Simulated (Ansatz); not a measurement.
Here is an Ansatz 0.2.0 calculation.

File input.yaml:

```yaml
crystal:
  lattice:
    - [4.19923, 0.11117, 0.16817]
    - [1.916, 3.89132, 0.12568]
    - [1.76085, 1.25259, 6.37266]
  atoms:
    - { symbol: H, position: [0.89145, 0.68202, 0.62796] }
    - { symbol: Pb, position: [0.14426, 0.92872, 0.88352] }
    - { symbol: "N", position: [0.2567, 0.28861, 0.30171] }
    - { symbol: O, position: [0.83108, 0.65056, 0.78405] }
    - { symbol: O, position: [0.38694, 0.2238, 0.11295] }
    - { symbol: O, position: [0.31104, 0.03576, 0.45856] }
    - { symbol: O, position: [0.07726, 0.60633, 0.32275] }
hamiltonian:
  xc: rpbe
  pseudopotentials: { kind: paw, azcp: { folder: soft_1 } }
kpoints:
  mp_grid: { grid: [7, 7, 5] }
  band_path:
    path:
      - [[0.0, 0.0, 0.5], [0.0, 0.0, 0.0], [0.5, 0.0, 0.0]]
      - [[0.5, 0.0, 0.5], [0.0, 0.0, 0.0], [0.0, 0.5, 0.0]]
      - [[0.0, 0.5, 0.5], [0.0, 0.0, 0.0], [0.5, 0.5, 0.0]]
      - [[0.5, 0.5, 0.5], [0.0, 0.0, 0.0]]
    npoints: 10
scf:
  occupations: { method: fermi_dirac, width: 0.05 }
  n_extra_bands: 17
output:
  forces: true
  stress: true
  eigenvalues: true
  fatbands: false
```

Potentials or basis: Ansatz PAW soft_1.

The run is started by

```bash
$ ansatz run input.yaml --threads 8 --pin off --max-ram 20480MiB --backend cpu --events-out ev --progress --plain --runs-dir out
```

(1) What does it give for the band gap on the k mesh?

(2) Estimate the largest force.

(3) Predict the pressure.

(4) Predict the band gap along the path.

Answers

(1) 2.88 eV, indirect (least direct gap 2.90 eV).

(2) 0.284 eV/Å.

(3) 2.8 GPa.

(4) 3.11 eV, direct.

Caveat: the pressure holds a Pulay correction of +0.3 GPa for the finite cutoff; spin-orbit coupling is left out, which as a rule narrows the gap of such compounds by several tenths of an eV; the PAW data sets come from PBE, with cores solved anew for the run's functional, which leaves a small shift of forces and pressure.
